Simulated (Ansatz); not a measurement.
# CH₃BN₂: basis-set convergence

How large a basis does CH₃BN₂ need? Two functionals are run in growing sets.

Program: Ansatz 0.2.0, Gaussian basis. Level of theory: one geometry, several basis sets. These are calculated values, not measurements.

The runs, in order: PBE0-D4/def2-SVP; ωB97M-V/def2-SVP; PBE0-D4/def2-QZVPP; ωB97M-V/def2-QZVPP; the functionals' def2-TZVPP values are taken from earlier runs.

## 1. Structure used throughout

The geometry comes from an earlier relaxation with PBE0-D4 in a triple-zeta def2 set; it is a stationary point, not always the lowest conformer.

7 atoms, charge 0, spin multiplicity 1.

Atoms are counted from 1 here; the program's logs count them from 0.

Bond lengths: B1–N2 1.462 Å, B1–C3 1.719 Å, B1–N4 1.491 Å, B1–H5 1.189 Å, N2–C3 1.299 Å, C3–N4 1.407 Å, C3–H6 1.094 Å, N4–H7 1.015 Å. Angles: N2–B1–C3 47.4°, N2–B1–N4 95.2°, N2–B1–H5 131.8°, C3–B1–N4 51.4°, C3–B1–H5 151.3°, N4–B1–H5 130.0°, B1–N2–C3 76.7°, B1–C3–N2 55.9°, B1–C3–N4 55.9°, B1–C3–H6 155.3°, N2–C3–N4 107.4°, N2–C3–H6 128.3°, N4–C3–H6 123.9°, B1–N4–C3 72.7°, B1–N4–H7 124.5°, C3–N4–H7 119.2°.

Coordinates:

```mol
CH3BN2
  3D, bonds by distance, orders not assigned

  7  8  0  0  0  0  0  0  0  0999 V2000
   -0.4421    0.6522   -0.5341 B   0  0
   -1.1937    0.2432    0.6514 N   0  0
   -0.0822   -0.4203    0.7600 C   0  0
    0.8906    0.2642    0.0094 N   0  0
   -0.7802    0.8581   -1.6548 H   0  0
    0.0815   -1.3971    1.2246 H   0  0
    1.5875   -0.2684   -0.5022 H   0  0
  1  2  8  0
  1  3  8  0
  1  4  8  0
  1  5  8  0
  2  3  8  0
  3  4  8  0
  3  6  8  0
  4  7  8  0
M  END
```

## 2. PBE0-D4 in def2-SVP

in.yaml reads:

```yaml
crystal:
  periodic: [false, false, false]
  atoms:
    - {symbol: B, position_ang: [-0.442061, 0.652214, -0.534106]}
    - {symbol: N, position_ang: [-1.193747, 0.243247, 0.651442]}
    - {symbol: C, position_ang: [-0.082246, -0.420266, 0.760014]}
    - {symbol: N, position_ang: [0.890635, 0.264179, 0.009432]}
    - {symbol: H, position_ang: [-0.780223, 0.858109, -1.654828]}
    - {symbol: H, position_ang: [0.081453, -1.397130, 1.224556]}
    - {symbol: H, position_ang: [1.587490, -0.268353, -0.502210]}
basis:
  gaussian: {orbitals: def2-SVP}
hamiltonian: {xc: pbe0, dispersion: d4}
output: {orbitals: {seedname: orbitals}}
```

Launch:

```sh
$ ansatz run in.yaml --threads 2 --pin off --events-out ev --progress --plain --max-ram 4352MiB
```

The runs that follow: ωB97M-V in def2-SVP; PBE0-D4 in def2-QZVPP; ωB97M-V in def2-QZVPP.

**Question.** What will the summary of the whole plan be? Wanted: PBE0-D4: double and triple zeta above quadruple; ωB97M-V: double and triple zeta above quadruple.

**Answer**, as computed:

```
                                       quantity          value
PBE0-D4: double and triple zeta above quadruple  5.62, 0.28 eV
ωB97M-V: double and triple zeta above quadruple  5.80, 0.26 eV
```

In words: For PBE0-D4 the step from double to triple zeta gains 5.34 eV and the next only 0.28 eV. These are total energies; as a rule much of such shifts cancels in differences, which this series doesn't test.
